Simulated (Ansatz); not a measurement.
Ta2C, space group P-3m1, a run that restarts from a saved state

Program: Ansatz's Python interface.

`run_restart.py`:
```python
import ansatz

lattice = ansatz.Lattice.of(
    (3.1059, 0.0, 0.0),
    (-1.55295, 2.68979, 0.0),
    (0.0, 0.0, 4.9464),
)
sites = [
    ("Ta", (1 / 3, 2 / 3, 0.25201)),
    ("Ta", (2 / 3, 1 / 3, 0.74799)),
    ("C", (0.0, 0.0, 0.0)),
]
ta2c = ansatz.Crystal(lattice=lattice)
for symbol, position in sites:
    ta2c = ta2c.atom(symbol, position)

calculation = (
    ta2c.calculation()
    .kpoints(5, 5, 3)
    .functional(ansatz.Functional.LDA)
    .occupations("Methfessel-Paxton", width=0.05)
    .basis(16 * ansatz.Ha, density_ratio=8)
    .forces()
    .checkpoint(write="ta2c.run")
)
with ansatz.exiting_at_sigterm():
    done = calculation.run(threads=1, backend="cpu", resume=True)
print("returned:", type(done).__name__)
print(f"F = {done.report['free_energy_ev']:.5f} eV, {done.report['n_iterations']} iterations")
```

Running `python run_restart.py` prints:
```text
returned: RunOutcome
F = -19610.18223 eV, 6 iterations
```

`python run_restart.py` gives:
```text
returned: CompletedStep
F = -19610.18223 eV, 6 iterations
```

Caveats:
- The settings weren't tested for convergence.
- The mesh is modest for a metal, so energies can be off by several to tens of meV an atom and pressures by half a GPa or more; differences at equal mesh fare better.
- Spin-orbit coupling, which matters for elements this heavy, is left out.
- The starting cell is as deposited in a crystallographic database; the results hold for this polymorph, which needn't be the stable one.
- The whole script took 1.5 s on 1 thread of Arm Neoverse V2 (shared host), peak memory 0.34 GiB.

(Lines on the test bed's own set-up are left out of the output.)
